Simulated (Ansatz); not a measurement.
# C₃H₆O₂Si: one species, many methods

How much do the methods differ for C₃H₆O₂Si? The plan is to run it at one geometry with functionals of several rungs and with coupled cluster, and see how far each lands from CCSD(T) at the basis-set limit for the atomisation energy.

The runs use Ansatz 0.2.0, Gaussian basis; functionals in def2-TZVPP, the program's frozen cores in correlated methods.

Levels to be run: LDA (SPW92), PBE-D4, revPBE-D4, BLYP-D4, r2SCAN-D4, B97M-V, PBE0-D4, B3LYP-D4, r2SCANh-D4, r2SCAN0-D4, HSE06-D4, BHLYP-D4, CAM-B3LYP-D4, LC-ωPBE, ωB97X-V, ωB97M-V, B2PLYP, PBE-QIDH; CCSD(T)/def2-SVP; CCSD(T)/def2-TZVPP; MP2/def2-QZVPP; extrapolation to the limit; RPA on PBE.

## (1) The relaxed structure

All runs share one geometry, relaxed beforehand with PBE0-D4 in a triple-zeta def2 set.

12 atoms, charge 0, spin multiplicity 1.

Atoms are counted from 1 here; the program's logs count them from 0.

Bond lengths: Si1–C2 1.893 Å, Si1–H7 1.483 Å, Si1–H8 1.482 Å, Si1–H9 1.485 Å, C2–O3 1.443 Å, C2–H10 1.094 Å, C2–H11 1.096 Å, O3–C4 1.305 Å, C4–C5 1.386 Å, C4–O6 1.236 Å, C5–H12 1.094 Å. Angles: C2–Si1–H7 109.6°, C2–Si1–H8 109.6°, C2–Si1–H9 106.7°, H7–Si1–H8 110.4°, H7–Si1–H9 110.1°, H8–Si1–H9 110.3°, Si1–C2–O3 108.8°, Si1–C2–H10 110.9°, Si1–C2–H11 110.6°, O3–C2–H10 109.1°, O3–C2–H11 109.4°, H10–C2–H11 108.1°, C2–O3–C4 114.5°, O3–C4–C5 137.2°, O3–C4–O6 126.2°, C5–C4–O6 96.0°, C4–C5–H12 112.8°.

Geometry (Å):

```xyz
12
charge 0, multiplicity 1
Si   -1.8126   -0.1255    1.1404
C    -0.1794   -0.4542    0.2408
O     0.5345    0.7918    0.1023
C     1.4373    0.7966   -0.8398
C     1.8045   -0.0177   -1.8999
O     2.1654    1.7463   -1.1488
H    -1.5375    0.4541    2.4773
H    -2.6448    0.8019    0.3372
H    -2.4938   -1.4375    1.2836
H     0.4402   -1.1606    0.8015
H    -0.3654   -0.8784   -0.7522
H     2.7284   -0.5720   -1.7085
```

## (2) LDA

This LDA is Slater exchange with PW92 correlation.

in.yaml

```yaml
crystal:
  periodic: [false, false, false]
  atoms:
    - {symbol: Si, position_ang: [-1.812556, -0.125459, 1.140384]}
    - {symbol: C, position_ang: [-0.179362, -0.454213, 0.240838]}
    - {symbol: O, position_ang: [0.534514, 0.791849, 0.102317]}
    - {symbol: C, position_ang: [1.437261, 0.796632, -0.839764]}
    - {symbol: C, position_ang: [1.804539, -0.017705, -1.899891]}
    - {symbol: O, position_ang: [2.165415, 1.746295, -1.148836]}
    - {symbol: H, position_ang: [-1.537455, 0.454102, 2.477313]}
    - {symbol: H, position_ang: [-2.644755, 0.801886, 0.337181]}
    - {symbol: H, position_ang: [-2.493817, -1.437506, 1.283575]}
    - {symbol: H, position_ang: [0.440218, -1.160562, 0.801515]}
    - {symbol: H, position_ang: [-0.365448, -0.878396, -0.752236]}
    - {symbol: H, position_ang: [2.728447, -0.572024, -1.708496]}
basis:
  gaussian: {orbitals: def2-TZVPP}
hamiltonian: {xc: lda}
output: {orbitals: {seedname: orbitals}}
```

Run with:

```bash
> ansatz run in.yaml --threads 4 --pin off --events-out ev --progress --plain --max-ram 10444MiB
```

Further steps of the session: PBE-D4 (GGA); revPBE-D4 (GGA); BLYP-D4 (GGA); r2SCAN-D4 (meta-GGA); B97M-V (meta-GGA); B3LYP-D4 (hybrid); r2SCANh-D4 (hybrid); r2SCAN0-D4 (hybrid); HSE06-D4 (hybrid); BHLYP-D4 (hybrid); CAM-B3LYP-D4 (range-separated); LC-ωPBE (range-separated); ωB97X-V (range-separated); ωB97M-V (range-separated); B2PLYP (double hybrid); PBE-QIDH (double hybrid); CCSD(T) in def2-SVP; CCSD(T) in def2-TZVPP; MP2 in def2-QZVPP; RPA on PBE orbitals.

**Question.** What will the summary of the whole plan be? Wanted: atomisation energy, CCSD(T)/CBS; farthest beyond LDA; mean size of error, GGA; mean size of error, meta-GGA; mean size of error, hybrid; mean size of error, range-separated; mean size of error, double hybrid; gap, smallest and largest; T1 diagnostic.

As calculated:

| quantity | value |
| --- | --- |
| atomisation energy, CCSD(T)/CBS | 1064.3 kcal/mol |
| functionals within 5.3 kcal/mol (0.5 %) | PBE0-D4, B3LYP-D4, r2SCANh-D4, LC-ωPBE, ωB97X-V, ωB97M-V |
| farthest beyond LDA | BHLYP-D4 (-44.8 kcal/mol) |
| mean size of error, GGA | 19.6 kcal/mol |
| mean size of error, meta-GGA | 8.5 kcal/mol |
| mean size of error, hybrid | 13.3 kcal/mol |
| mean size of error, range-separated | 4.6 kcal/mol |
| mean size of error, double hybrid | 9.7 kcal/mol |
| gap, smallest and largest | 2.06 eV (LDA (SPW92)), 10.04 eV (LC-ωPBE) |
| T1 diagnostic | 0.0241 |
| triples share of the correlation energy | 4.5 % |

What this shows: LDA overbinds by 188.0 kcal/mol (18 %). PBE-D4 is off by +39.0 kcal/mol. Double hybrids carry the basis error of their MP2 part in triple zeta, and no dispersion term here, so their miss is partly the set-up's. By mean error the best rung here is range-separated (4.6 kcal/mol) and the worst beyond LDA is GGA (19.6 kcal/mol). Misses under about 5.3 kcal/mol are within the doubt on the reference itself, which lacks core-valence correlation, relativity and higher excitations. Hartree-Fock recovers 69 % of the binding; the rest is correlation. CCSD(T) in def2-SVP is off by -60.3 kcal/mol, worse than the median functional, from the basis alone. Orbital gaps span 2.1 to 10.0 eV; exact exchange widens them. T1 = 0.024 passes the customary mark of 0.02 by a little. The restricted reference is unstable towards a spin-broken one.
